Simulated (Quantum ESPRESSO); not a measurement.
The system is Cu.

```
CELL_PARAMETERS angstrom
0.00000 1.80750 1.80750
1.80750 0.00000 1.80750
1.80750 1.80750 0.00000
ATOMIC_POSITIONS crystal
Cu 0.00000 0.00000 0.00000
```

```yaml
Program: Quantum ESPRESSO 7.5
Task: phonons and electron-phonon coupling
Functional: LDA
Potentials_or_basis: GBRV 1.5 LDA
Cutoff: 762 eV
Density_cutoff: 6095 eV
k_mesh: 12 × 12 × 12
Occupations: methfessel-paxton, width 0.272 eV
Spin: no spin polarisation
Form_of_the_LDA_correlation: PZ81
Mixing_beta: 0.5
Most_SCF_iterations: 120
SCF_threshold: 2e-10 Ry
q_mesh: 4 × 4 × 4
```

Levels for the coupling come from a 36 × 36 × 36 mesh; ten broadenings of the double delta from 0.07 to 0.68 eV; Tc from the McMillan formula in the Allen-Dynes form.

Q: How strong is the electron-phonon coupling, and what superconducting temperature follows?

A: Over broadenings from 0.27 to 0.54 eV, λ lies between 0.16 and 0.16 and ω_log near 195 K, which gives Tc from 0.0 to 0.0 K at μ* = 0.10 and from 0.0 to 0.0 K at μ* = 0.13.

Electron-phonon coupling by broadening of the double delta (levels on a 36 × 36 × 36 mesh):
```csv
broadening (eV),λ,N(E_F) (states/eV a spin and cell),ω_log (K),"Tc, μ* 0.10 (K)","Tc, μ* 0.13 (K)"
0.07,0.22,0.143,179,0.0,0.0
0.14,0.17,0.150,189,0.0,0.0
0.20,0.16,0.151,194,0.0,0.0
0.27,0.16,0.152,195,0.0,0.0
0.34,0.16,0.152,196,0.0,0.0
0.41,0.16,0.152,195,0.0,0.0
0.48,0.16,0.152,195,0.0,0.0
0.54,0.16,0.153,195,0.0,0.0
0.61,0.16,0.153,195,0.0,0.0
0.68,0.15,0.155,194,0.0,0.0
```

Coupling and linewidth of each mode at the computed q points (broadening 0.27 eV):
| q | cm⁻¹ | λ of the modes | linewidths (GHz) |
| --- | --- | --- | --- |
| (0.00, 0.00, 0.25) | 75 75 166 | 0.08 0.08 0.03 | 1 1 2 |
| (0.00, 0.00, -0.50) | 111 111 227 | 0.04 0.04 0.03 | 1 1 2 |
| (0.00, 0.25, 0.25) | 114 114 169 | 0.05 0.05 0.06 | 1 1 3 |
| (0.00, 0.25, -0.50) | 133 152 208 | 0.11 0.06 0.03 | 3 2 2 |
| (0.00, 0.25, -0.25) | 110 154 197 | 0.03 0.04 0.05 | 1 2 4 |
| (0.00, -0.50, -0.50) | 157 157 222 | 0.05 0.05 0.03 | 2 2 2 |
| (0.25, -0.50, -0.25) | 154 189 189 | 0.08 0.04 0.04 | 4 2 3 |

Eliashberg function at a broadening of 0.27 eV:
```
cm⁻¹    α²F
   6  0.000
  17  0.000
  29  0.001
  40  0.002
  52  0.004
  63  0.006
  75  0.010
  87  0.015
  98  0.025
 110  0.060
 121  0.113
 133  0.140
 144  0.154
 156  0.083
 167  0.078
 179  0.059
 190  0.028
 202  0.142
 213  0.060
 225  0.002
```

The smallest broadenings aren't converged on these meshes, and μ* is assumed, not computed; spin fluctuations are left out.

Caveat: λ from interpolated matrix elements is rough: modes that symmetry makes equal can differ by tens of percent.
